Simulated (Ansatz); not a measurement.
# Ag3SnSe: the cost of one run

Program: Ansatz 0.2.0. Level of theory: DFT PBE, scalar-relativistic, plane waves, PAW. These are calculated values, not measurements.

## Step 1: The starting structure

It takes space group Pm-3m (No. 221, cubic). Conventional cell: a = 4.873 Å, b = 4.873 Å, c = 4.873 Å, α = 90.00°, β = 90.00°, γ = 90.00°. Ag (site symmetry 4/mmm) has 2 Sn at 2.44 Å and 8 Ag at 3.45 Å and 4 Se at 3.45 Å in its first shell of neighbours. Around Sn (site symmetry m-3m) lie 6 Ag at 2.44 Å. Around Se (site symmetry m-3m) lie 12 Ag at 3.45 Å.

As a file:

```cif
data_structure
_symmetry_space_group_name_H-M 'Pm-3m'
_symmetry_Int_Tables_number 221
_cell_length_a 4.8727
_cell_length_b 4.8727
_cell_length_c 4.8727
_cell_angle_alpha 90.000
_cell_angle_beta 90.000
_cell_angle_gamma 90.000
_cell_volume 115.70
loop_
_atom_site_label
_atom_site_type_symbol
_atom_site_symmetry_multiplicity
_atom_site_Wyckoff_symbol
_atom_site_fract_x
_atom_site_fract_y
_atom_site_fract_z
_atom_site_occupancy
Ag1 Ag 3 d 0.50000 0.00000 0.00000 1
Sn1 Sn 1 a 0.00000 0.00000 0.00000 1
Se1 Se 1 b 0.50000 0.50000 0.50000 1
```

A structure generator made this guess: random cell by space group and Wyckoff sites (Pm-3m, No. 221). Lengths come from tabulated atomic sizes and are only a guess.

## Step 2: Probe: one point on a coarse mesh

File input.yaml:

```yaml
crystal:
  lattice:
    - [4.87273849, 0.0, 0.0]
    - [0.0, 4.87273849, 0.0]
    - [0.0, 0.0, 4.87273849]
  atoms:
    - { symbol: Ag, position: [0.5, 0.0, 0.0] }
    - { symbol: Ag, position: [0.0, 0.5, 0.0] }
    - { symbol: Ag, position: [0.0, 0.0, 0.5] }
    - { symbol: Sn, position: [0.0, 0.0, 0.0] }
    - { symbol: Se, position: [0.5, 0.5, 0.5] }
basis:
  ecutwfc: 420
kpoints:
  mp_grid: { grid: [4, 4, 4] }
hamiltonian:
  xc: pbe
scf:
  occupations: { method: gaussian, width: 0.1 }
  lower_state_search: "off"
output:
  forces: true
  stress: true
  eigenvalues: true
```

Command:

```bash
ansatz run input.yaml --threads 1 --pin off --max-ram 2560MiB --backend cpu --events-out ev --progress --plain --runs-dir out
```

What time and memory should one allow on 1 thread of Intel Xeon 6975P-C (Granite Rapids), shared host?

About 1.9 s, with a peak of 0.51 GiB.
